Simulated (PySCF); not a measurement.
**Ways to converge the SCF of NaSb (triplet)**

Do solver options change the result for NaSb (triplet), or only the number of cycles?

Computed with PySCF 2.14.0. Level: method and basis as typed in the scripts.

4 further runs of the same task are left out: 3 for a known fault of the program, 1 that didn't finish.

**1. Where the work starts**

NaSb (triplet): 2 atoms, charge 0, spin multiplicity 3.

Bond lengths: Na1–Sb2 2.940 Å.

**2. The base run**

Contents of input.py:

```python
from pyscf import gto, scf

mol = gto.M(
    atom='Na 0 0 0; Sb 0 0 2.94',
    basis='x2c-svpall',
    charge=0,
    spin=2,
    verbose=3,
)
mf = scf.ROHF(mol)
mf = mf.sfx2c1e()
mf.kernel()
mf.dip_moment()
print('orbital energies (hartree):', mf.mo_energy[..., max(0, mol.nelec[1]-3):mol.nelec[0]+3].round(4))
```

Run with:

```bash
$ OMP_NUM_THREADS=1 python input.py
```

The log of this run is left out.

Base result: E(SCF) = -6639.399977 Eh, μ = 7.90 D.

The bond length is a typed value, not an optimised one. The triplet is typed in the script; nothing here shows that it is the ground state.

**3. Point-group symmetry on**

Run 1 changes point-group symmetry: off → on.

Contents of input.py:

```python
from pyscf import gto, scf

mol = gto.M(
    atom='Na 0 0 0; Sb 0 0 2.94',
    basis='x2c-svpall',
    charge=0,
    spin=2,
    symmetry=True,
    verbose=3,
)
mf = scf.ROHF(mol)
mf = mf.sfx2c1e()
mf.kernel()
mf.dip_moment()
print('orbital energies (hartree):', mf.mo_energy[..., max(0, mol.nelec[1]-3):mol.nelec[0]+3].round(4))
```

Run with:

```bash
$ OMP_NUM_THREADS=1 python input.py
```

**4. Second-order solver on**

Run 2 changes second-order solver: off → on.

input.py, as its differences from that of step 2:

```diff
@@ -11,2 +11,3 @@
 mf = mf.sfx2c1e()
+mf = mf.newton()
 mf.kernel()
```

**5. Initial guess hcore**

Run 3 changes initial guess: minao → hcore.

input.py, as its differences from that of step 2:

```diff
@@ -11,2 +11,3 @@
 mf = mf.sfx2c1e()
+mf.init_guess = 'hcore'
 mf.kernel()
```

Before running it: what results should come out? Wanted: for each run, E(SCF); from base; SCF dipole.

The runs gave:

```
                    run  E(SCF) (hartree)  from base (eV)  SCF dipole (D)
                   base      -6639.399977               0            7.90
point-group symmetry on      -6639.399977          0.0000            7.90
 second-order solver on      -6639.399977          0.0000            7.90
    initial guess hcore      -6639.370293         +0.8078            8.87
```

**Reading.** The SCF energy stays the same, to the digits that matter, with point-group symmetry on or second-order solver on. With initial guess hcore the SCF ends in another solution, 0.81 eV higher: the path to self-consistency decides the state here.
